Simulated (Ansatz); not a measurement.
# BaAlSn: strong compression

The task here is to estimate one member of a computed series from the others.

Computed with Ansatz 0.2.0 (DFT, r2SCAN, PAW with Ansatz's default frozen-core files, scalar-relativistic, unless a step's input says otherwise).

**Starting point**

Symmetry: P-6m2, No. 187, hexagonal system. Conventional cell: a = 4.697 Å, b = 4.697 Å, c = 5.177 Å, α = 90.00°, β = 90.00°, γ = 120.00°. Around Ba (site symmetry -6m2) lie 6 Al at 3.75 Å and 6 Sn at 3.75 Å. Al (site symmetry -6m2) has 3 Sn at 2.71 Å as nearest neighbours. Sn (site symmetry -6m2) has 3 Al at 2.71 Å as nearest neighbours.

Structure file:

```cif
data_structure
_symmetry_space_group_name_H-M 'P 1'
_symmetry_Int_Tables_number 1
_cell_length_a 4.6965
_cell_length_b 4.6965
_cell_length_c 5.1774
_cell_angle_alpha 90.000
_cell_angle_beta 90.000
_cell_angle_gamma 120.000
_cell_volume 98.90
loop_
_atom_site_label
_atom_site_type_symbol
_atom_site_fract_x
_atom_site_fract_y
_atom_site_fract_z
_atom_site_occupancy
Ba1 Ba 0.66667 0.33333 0.00000 1
Al1 Al 0.00000 0.00000 0.50000 1
Sn1 Sn 0.33333 0.66667 0.50000 1
```

Whether this phase is the stable one at these pressures isn't tested.

Atoms are numbered in the order of the input: Ba1, Al2, Sn3.

The first run:

The input, input.yaml:

```yaml
crystal:
  lattice:
    - [4.6965041966, 0.0, 0.0]
    - [-2.3482520983, 4.0672919432, 0.0]
    - [0.0, 0.0, 5.177444]
  atoms:
    - { symbol: Ba, position: [0.6666666667, 0.3333333333, 0.0] }
    - { symbol: Al, position: [0.0, 0.0, 0.5] }
    - { symbol: Sn, position: [0.3333333333, 0.6666666667, 0.5] }
kpoints:
  mp_grid: { grid: [9, 9, 7] }
scf:
  occupations: { method: fermi_dirac, width: 0.05 }
hamiltonian:
  xc: r2scan
  pseudopotentials: { kind: paw }
output:
  forces: true
  stress: true
relax:
  f_tol: 0.01
  max_steps: 30
  cell: { stress_tol: 0.05, fix: [volume] }
```

The run is started by

```sh
> ansatz run input.yaml --threads 1 --pin off --max-ram 3072MiB --backend cpu --events-out ev --progress --plain --runs-dir out
```

Steps of the session up to this table: Shape and atoms relaxed at the given volume, PAW; Volume scaled by 1, PAW; Shape and atoms relaxed at 0.8 of the volume, PAW; Volume scaled by 0.8, PAW; Shape and atoms relaxed at 0.65 of the volume, PAW; Volume scaled by 0.65, PAW; Shape and atoms relaxed at 0.45 of the volume, PAW; More of the same log: shape and atoms relaxed at 0.45 of the volume; Volume scaled by 0.45, PAW.

One of the session's tables, all rows but one given; the rest of the session is left out.

```
method  volume over the first  volume (Å³/atom)  pressure (GPa)
   PAW                      1                 ?               ?
   PAW                    0.8            26.373           12.95
   PAW                   0.65            21.428           23.95
   PAW                   0.45            14.835          109.35
```

Estimate the missing values for PAW, 1.

As computed: volume (Å³/atom): 32.967; pressure (GPa): -0.45. In the column «volume (Å³/atom)» it is the highest.

Limits of these values: Warnings in the runs' records: gradients without spin orbit.
